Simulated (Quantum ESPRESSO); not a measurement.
## NbSi: zone-centre phonons under several settings

```
Nb Si
1.0
     3.15644    0.00000    0.00000
     0.00000    3.15644    0.00000
     0.00000    0.00000    3.15644
Nb Si
1 1
Direct
  0.00000 0.00000 0.00000
  0.50000 0.50000 0.50000
```

The cell was built by a generator and needn't be a form met in nature.

All runs used Quantum ESPRESSO 7.5; k mesh 8 × 8 × 8; relaxed cell; no spin polarisation; cutoff 612 eV; occupations cold, width 0.2 eV.

```tsv
level	potentials	volume (Å³/atom)	lowest optical mode without the field (cm⁻¹)
LDA	GBRV 1.5 LDA	15.00	278
PBE	GBRV 1.5 PBE	15.68	261
PBEsol	GBRV 1.5 PBEsol	15.26	276
WC	GBRV 1.5 PBE	15.37	271
revPBE	GBRV 1.5 PBE	?	?
AM05	GBRV 1.5 PBE	15.20	284
vdW-DF-cx	GBRV 1.5 PBE	15.41	273
```

Q: What stands in the row left open?

A: Volume 15.81 Å³/atom; lowest optical mode without the field 256 cm⁻¹.

Caveats: the mesh is thin for the phonons of a metal; the potentials were made for another functional, which shifts forces and pressure (some runs).

For the row left open. Caveat: the mesh is thin for the phonons of a metal; the potentials were made for another functional, which shifts forces and pressure.
